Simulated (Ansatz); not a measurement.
Input of an Ansatz 0.2.0 run:

File input.yaml:

```yaml
crystal:
  lattice:
    - [2.89515, 0.0, 0.0]
    - [0.0, 2.89515, 0.0]
    - [0.0, 0.0, 2.89515]
  atoms:
    - { symbol: Mg, position: [0.0, 0.0, 0.0] }
    - { symbol: B, position: [0.5, 0.5, 0.5] }
hamiltonian:
  xc: lda
  pseudopotentials: { kind: paw }
kpoints:
  mp_grid: { grid: [8, 8, 8] }
scf:
  occupations: { method: fermi_dirac, width: 0.05 }
output:
  forces: true
  stress: true
elastic:
  mode: relaxed_ion
  stencil: two_point
```

Potentials or basis: Ansatz PAW.

Command:

```sh
$ ansatz run input.yaml --threads 2 --pin off --max-ram 5632MiB --backend cpu --events-out ev --progress --plain --runs-dir out
```

Q: What does it give for the elastic constants C11, C12, C44?

A: 97, 53, 39 GPa.

Q: Predict the Voigt bulk modulus.

A: 68 GPa.

Q: Estimate the pressure.

A: -4.8 GPa.

Q: Estimate the band gap on the k mesh.

A: None (metal or under the smearing width).

Elastic tensor in Voigt notation (GPa, in the Cartesian axes of the cell as first typed):
```
97 53 53  0  0  0
53 97 53  0  0  0
53 53 97  0  0  0
 0  0  0 39  0  0
 0  0  0  0 39  0
 0  0  0  0  0 39
```

Caveat: the cell is more than 3 GPa from zero pressure, which shifts response properties; elastic constants of metals need much finer meshes, so these are rough; the PAW data sets come from PBE, with cores solved anew for the run's functional, which leaves a small shift of forces and pressure.
